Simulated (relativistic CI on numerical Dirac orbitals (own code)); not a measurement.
# Gd XXVIII (Gd²⁷⁺): levels and lines

What are the lowest levels and the strongest lines of Gd²⁷⁺? One CI run answers it; runs with one setting changed show what the result hangs on.

The numbers are computed with relativistic CI on numerical Dirac orbitals (own code) version 4 (Dirac-Coulomb-Breit CI, KLI orbitals optimised for each configuration, model QED (radiative potential, 1s self-energy scaled to tabulated hydrogen-like ionisation energies)), except any that are marked as measured or tabulated.

### Step 1. The atom as given

| Quantity | Value |
| --- | --- |
| ion | Gd²⁷⁺ (Gd XXVIII) |
| nuclear charge | 64 |
| electrons | 37 |
| isotope | A = 158 |
| first configuration typed | [Kr] 4d |

Outer shells as boxes (Hund's rule):

first configuration typed
```
[Kr] core
4d [↑ ][  ][  ][  ][  ]
```

### Step 2. Base run

Settings, as recorded:

```ini
atom Gd  Z=64  charge=27  electrons=37
nucleus A=158  rms_radius_fm=5.1569
hamiltonian dirac-coulomb  breit=on  qed=on  c_scale=1
orbitals kli  potential=per-configuration
slater_scale 1
correlation none
mixing on
configurations
  [Kr] 4d
  [Ar] 3d10 4s2 4p5 4d2
  [Kr] 4f
  [Ar] 3d10 4s 4p6 4d2
  [Ar] 3d10 4s2 4p5 4d 4f
  [Ar] 3d10 4s 4p6 4d 4f
  [Kr] 5s
  [Kr] 5p
  [Kr] 5d
  [Ar] 3d10 4p6 4d3
  [Ar] 3d10 4p5 4d4
  [Ar] 3d10 4p5 4d3 4f
  [Ar] 3d10 4s 4p6 4f2
  [Ar] 3d10 4s 4p5 4f3
  [Ar] 3d10 4p6 4f3
end
```

Command:

```sh
$ python run_levels.py task.json out
```

The settings of every run stand in task.json; they run in order.

### Step 3. Without the Breit term

The settings differ from step 2 so:

```diff
@@ -2,3 +2,3 @@
 nucleus A=158  rms_radius_fm=5.1569
-hamiltonian dirac-coulomb  breit=on  qed=on  c_scale=1
+hamiltonian dirac-coulomb  breit=off  qed=on  c_scale=1
 orbitals kli  potential=per-configuration
```

### Step 4. Non-relativistic limit (c × 1000)

The settings differ from step 3 so:

```diff
@@ -2,3 +2,3 @@
 nucleus A=158  rms_radius_fm=5.1569
-hamiltonian dirac-coulomb  breit=off  qed=on  c_scale=1
+hamiltonian dirac-coulomb  breit=off  qed=off  c_scale=1000
 orbitals kli  potential=per-configuration
```

(Steps that only read results are left out.)

**Question.** What will these runs give? Wanted: lowest level; first excitation; lowest level of the other parity; fastest E1 line; ionisation energy.

As calculated:

| run | time | mean size of shift, levels followed (cm⁻¹) | lowest level | ionisation energy (eV) |
| --- | --- | --- | --- | --- |
| main run | 1.7 s | 0 | 4d 2D3/2 | 936.64 |
| without the Breit term | 1.5 s | 3444 | 4d 2D3/2 | 937.09 |
| non-relativistic limit (c × 1000) | 1.4 s | 91252 | 4d 2D3/2 | - |

The tabulated theoretical ionisation energy (NIST) is 937 eV.

| quantity | value |
| --- | --- |
| lowest level | 4d 2D3/2 |
| first excitation | 4d 2D5/2, 67021 cm⁻¹ |
| lowest level of the other parity | 4p5 4d2 4D°1/2, 931513 cm⁻¹ |
| levels in the model | 2142 |
| fastest E1 line (by rate) to the lowest level among the lowest 200 of 2142 levels | 7.061 nm, from 4p5 4d2 2F°5/2 + 4f 2F° (ii) |
| ionisation energy | 936.64 eV |
| ionisation energy, tabulated theoretical (NIST) | 937 eV |

In words: 4d 2D3/2 comes out lowest; its LS label holds 99 % and its jj label 99 %; over the low levels the means are 59 and 89 %, so jj coupling describes them better. The ionisation energy agrees with the tabulated theoretical value within its uncertainty of 4 eV. Of the changes tried, the run «non-relativistic limit (c × 1000)» moves the low levels most, by 91252 cm⁻¹ on average. Lifetimes count radiative decay inside the model alone.
